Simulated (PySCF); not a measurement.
# C4H11NOSi2: the cost of one run

Computed with PySCF 2.14.0 and routines of our own; the level stands in each step. Atoms count from 0.

## 1. The starting structure

19 atoms, charge 0, multiplicity 1; geometry from: GFN2-xTB.

## 2. Magnetic properties: GIAO CAM-B3LYP/pcSseg-1

The job: settings as JSON, then the geometry in Å.

```
{"job": {"kind": "mag", "xc": "CAM-B3LYP", "basis": "pcSseg-1", "isotopologues": 2}, "charge": 0, "multiplicity": 1}
C     -3.165274    -1.318811     1.314533
C     -2.512845    -0.413718     0.393739
C     -1.972547     0.336677    -0.379392
Si    -1.103297     1.462800    -1.558743
O      0.504561     1.303322    -1.429462
Si     1.857541     0.534953    -0.988385
N      1.665493     0.092316     0.656062
C      2.689011    -0.556395     1.434474
H     -3.506864    -2.206185     0.781796
H     -2.468413    -1.623197     2.095282
H     -4.024304    -0.832112     1.776437
H     -1.369971     2.860618    -1.208377
H     -1.445919     1.112597    -2.938702
H      2.010121    -0.701099    -1.756467
H      2.900413     1.520698    -1.296332
H      1.047226     0.652373     1.223947
H      2.239866    -1.154525     2.230043
H      3.388311     0.154821     1.890162
H      3.257087    -1.215882     0.782250
```

Level: GIAO CAM-B3LYP/pcSseg-1 magnetisability, rotational g tensor and spin-rotation constants, non-relativistic, gas phase.

Run with:

```
OMP_NUM_THREADS=1 python excited_run.py task.json out
```

This one command runs all jobs of the session in turn.

**Question.** How long does this first job take on 1 thread of Arm Neoverse V1, shared host, and how much memory does it need?

About 70 s, with a peak of 1.1 GiB.
